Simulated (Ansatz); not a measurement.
Working through a comparison of dispersion corrections of C₂H₉AlFP, SMILES [CH3][Al-]([CH3])([F])[PH3+]

Program: the Python package of Ansatz (0.2.0).

`c2h9alfp.xyz`
```text
14

C    -1.58450    0.95630   -0.24600
Al    0.27030    0.43230   -0.22280
C     0.86530    0.33900    1.65090
F     1.34890    1.63710   -1.13180
P     0.47200   -1.63180   -1.20870
H    -1.73070    2.01550    0.21430
H    -1.95580    1.05480   -1.30530
H    -2.20700    0.28130    0.29430
H     1.96420    0.03560    1.72780
H     0.28150   -0.39660    2.24230
H     0.79020    1.33630    2.15910
H     1.01310   -2.52440   -0.23450
H     1.28480   -1.51390   -2.31510
H    -0.82530   -2.05060   -1.59570
```

Run as a notebook:

**Cell 1**
```python
from dataclasses import dataclass

import ansatz as az
```

**Cell 2**
```python
@dataclass(frozen=True)
class RunConfig:
    basis: str = "def2-SVP"
```

**Cell 3**
```python
opts = RunConfig()
```

**Cell 4**
```python
geometry = az.Crystal.molecule_from_extxyz("c2h9alfp.xyz")
```

**Cell 5**
```python
calculation = geometry.calculation().basis(gaussian=opts.basis)
for name in ["revpbe", "pbe"]:
    for correction in ("d3bj", "d4"):
        data = calculation.functional(name, dispersion=correction).run(threads=1).report
        print(f"{name:8s} {correction:5s} total {data['free_energy_ev']:.5f} eV, of which dispersion {1000 * data['dispersion']['energy']['ev']:.2f} meV")
```
Output:
```text
revpbe   d3bj  total -20811.74783 eV, of which dispersion -714.30 meV
revpbe   d4    total -20811.84019 eV, of which dispersion -806.67 meV
pbe      d3bj  total -20802.11157 eV, of which dispersion -301.12 meV
pbe      d4    total -20802.10383 eV, of which dispersion -293.39 meV
```

Total energies depend on the basis set; only differences at equal settings carry meaning. The geometry is a force-field or estimated start, not a minimum of this method, and the basis set is short of its limit. D4 holds the three-body term, and d3bj doesn't. Finished in 18 s on 1 thread of Arm Neoverse V1, with other jobs on the host, peak memory 0.22 GiB.
